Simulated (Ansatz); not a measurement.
# TiC: the cost of one run

Computed with Ansatz 0.2.0 (DFT PBEsol, scalar-relativistic, plane waves, PAW, unless a step's input says otherwise).

## (1) Starting point

Symmetry: Fm-3m, No. 225, cubic system. Conventional cell: a = 4.328 Å, b = 4.328 Å, c = 4.328 Å, α = 90.00°, β = 90.00°, γ = 90.00°. Ti (site symmetry m-3m) is surrounded by 6 C at 2.16 Å. C (site symmetry m-3m) has 6 Ti at 2.16 Å in its first shell of neighbours.

Structure file:

```
Ti C
1.0
     0.00000    2.16400    2.16400
     2.16400    0.00000    2.16400
     2.16400    2.16400    0.00000
Ti C
1 1
Cartesian
  0.0000 0.0000 0.0000
  2.1640 2.1640 2.1640
```

No relaxation comes first: the listed cell is the starting point.

## (2) The reference cell

Reference values: F = -2722.4115 eV; pressure -6.15 GPa; largest force 0.000 eV/Å; gap on the mesh none (metal). It was computed beforehand with the settings of the runs below.

## (3) Next: biaxial against axial strain

The cell is strained by p along both x and y and by q along z, with fractional coordinates fixed.

## (4) p = -0.030, q = -0.030

input.yaml reads:

```yaml
crystal:
  lattice:
    - [0.0, 2.09908, 2.09908]
    - [2.09908, 0.0, 2.09908]
    - [2.09908, 2.09908, 0.0]
  atoms:
    - { symbol: Ti, position: [0.0, 0.0, 0.0] }
    - { symbol: C, position: [0.5, 0.5, 0.5] }
basis:
  ecutwfc: 420
kpoints:
  mp_grid: { grid: [18, 18, 18] }
hamiltonian:
  xc: pbesol
scf:
  occupations: { method: gaussian, width: 0.15 }
output:
  forces: true
  stress: true
  eigenvalues: true
  write_density: true
  write_potential: true
  elf: true
  volumetric_format: npy
```

On the command line:

```bash
$ ansatz run input.yaml --threads 1 --pin off --max-ram 2560MiB --backend cpu --events-out ev --progress --plain --runs-dir out
```

**Question.** How long does this run take on 1 thread of AMD EPYC 9R45 (Zen 5), shared host, and how much memory does it need?

About 1.3 s, with a peak of 0.4 GiB.
